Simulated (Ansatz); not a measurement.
# C2H6O2SSi: one species, many methods

One table from this session's results is given with a row withheld; the runs are named, their logs left out.

Computed with Ansatz 0.2.0, Gaussian basis. Level: functionals in def2-TZVPP, the program's frozen cores in correlated methods.

The runs, in order: PBE-D4, r2SCAN-D4, PBE0-D4, B3LYP-D4, ωB97X-V, ωB97M-V, B2PLYP; CCSD(T)/def2-TZVPP; MP2/def2-QZVPP; extrapolation to the limit.

### The geometry

An earlier PBE0-D4 in a triple-zeta def2 set relaxation fixed the geometry.

SMILES `O[SiH2]/C(O)=C/S`, 12 atoms, charge 0, spin multiplicity 1.

Atoms are counted from 1 here; the program's logs count them from 0.

Bond lengths: O1–Si2 1.643 Å, O1–H7 0.959 Å, Si2–C3 1.879 Å, Si2–H8 1.479 Å, Si2–H9 1.487 Å, C3–O4 1.348 Å, C3–C5 1.341 Å, O4–H10 0.976 Å, C5–S6 1.765 Å, C5–H11 1.082 Å, S6–H12 1.347 Å. Angles: Si2–O1–H7 117.3°, O1–Si2–C3 111.2°, O1–Si2–H8 107.1°, O1–Si2–H9 111.3°, C3–Si2–H8 108.2°, C3–Si2–H9 107.9°, H8–Si2–H9 111.1°, Si2–C3–O4 114.2°, Si2–C3–C5 122.5°, O4–C3–C5 123.3°, C3–O4–H10 107.2°, C3–C5–S6 120.3°, C3–C5–H11 120.9°, S6–C5–H11 118.7°, C5–S6–H12 98.4°.

The first run:

Input file in.yaml:

```yaml
crystal:
  periodic: [false, false, false]
  atoms:
    - {symbol: O, position_ang: [-0.583053, -2.527770, -0.580186]}
    - {symbol: Si, position_ang: [-0.335310, -1.480022, 0.660735]}
    - {symbol: C, position_ang: [-0.172542, 0.284860, 0.036606]}
    - {symbol: O, position_ang: [-1.225166, 0.714193, -0.687659]}
    - {symbol: C, position_ang: [0.897173, 1.047854, 0.305022]}
    - {symbol: S, position_ang: [0.926545, 2.743063, -0.186549]}
    - {symbol: H, position_ang: [-1.347765, -2.376621, -1.138057]}
    - {symbol: H, position_ang: [0.940040, -1.863000, 1.304767]}
    - {symbol: H, position_ang: [-1.459826, -1.518396, 1.633131]}
    - {symbol: H, position_ang: [-1.035551, 1.633848, -0.953973]}
    - {symbol: H, position_ang: [1.723375, 0.660729, 0.886343]}
    - {symbol: H, position_ang: [1.748978, 2.626063, -1.246283]}
basis:
  gaussian: {orbitals: def2-TZVPP}
hamiltonian: {xc: pbe, dispersion: d4}
output: {forces: true, orbitals: {seedname: orbitals}}
```

Launch:

```sh
$ ansatz run in.yaml --threads 2 --pin off --events-out ev --progress --plain --max-ram 22528MiB --backend cuda --devices 0, --max-vram 18GiB
```

Steps of the session up to this table: PBE-D4 (GGA); r2SCAN-D4 (meta-GGA); PBE0-D4 (hybrid); B3LYP-D4 (hybrid); ωB97X-V (range-separated); ωB97M-V (range-separated); B2PLYP (double hybrid); CCSD(T) in def2-TZVPP; MP2 in def2-QZVPP.

One table of the session follows, with a row left open; its other results are not shown here.

It belongs to the step «Atomisation energies». 

```
            method  atomisation energy (kJ/mol)
            PBE-D4                       4621.8
         r2SCAN-D4                       4529.7
           PBE0-D4                       4510.7
          B3LYP-D4                       4498.7
           ωB97X-V                       4524.8
           ωB97M-V                       4531.2
            B2PLYP                       4452.4
     HF/def2-TZVPP                       3148.9
    MP2/def2-TZVPP                       4486.8
   CCSD/def2-TZVPP                       4296.7
CCSD(T)/def2-TZVPP                            ?
           MP2/CBS                       4624.7
       CCSD(T)/CBS                       4519.3
```

Estimate the missing values for CCSD(T)/def2-TZVPP.

**Answer.** atomisation energy (kJ/mol): 4381.4. In the column «atomisation energy (kJ/mol)» it lies between CCSD/def2-TZVPP (4296.7) and B2PLYP (4452.4).

To keep in mind: Free atoms (2 O, 1 Si, 2 C, 1 S, 6 H) were run apart at each level; the atomisation energy is their sum less the molecule, without zero-point or spin-orbit terms.
